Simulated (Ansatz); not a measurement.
**CaSi2Rh2: equation of state with PBE**

Crystal: CaSi2Rh2.

```
Rh Ca Si
1.0
    -2.04081    2.04081    4.99456
     2.04081   -2.04081    4.99456
     2.04081    2.04081   -4.99456
Rh Ca Si
2 1 2
Direct
  0.25000 0.75000 0.50000
  0.75000 0.25000 0.50000
  0.00000 0.00000 0.00000
  0.37261 0.37261 0.00000
  0.62739 0.62739 0.00000
```

The cell comes from a database or a generator and needn't be the stable form of this composition.

```json
{
 "Program": "Ansatz 0.2.0",
 "Task": "equation of state",
 "Functional": "PBE",
 "Potentials or basis": "Ansatz PAW",
 "Cutoff": "420 eV",
 "Density cutoff": "1680 eV",
 "k mesh": "9 × 9 × 9",
 "Occupations": "fermi-dirac, width 0.05 eV",
 "Spin": "no spin polarisation"
}
```

| Property | Result |
| --- | --- |
| Equilibrium volume | 16.90 Å³/atom |
| Bulk modulus at fixed shape and positions | 139 GPa |
| Pressure derivative of the bulk modulus | 4.6 |

Energy against volume, from the lowest point:
| volume (Å³/atom) | energy (meV/atom) |
| --- | --- |
| 15.643 | 46.64 |
| 15.976 | 24.20 |
| 16.309 | 9.47 |
| 16.642 | 1.64 |
| 16.974 | 0.00 |
| 17.307 | 3.90 |
| 17.640 | 12.77 |

All runs of the series together: 40 s on 2 threads of Arm Neoverse V2 (shared host).

Caveat: the cell was scaled at fixed shape and fractional positions, which overstates the stiffness of a crystal with free parameters, most of all of layers and chains.
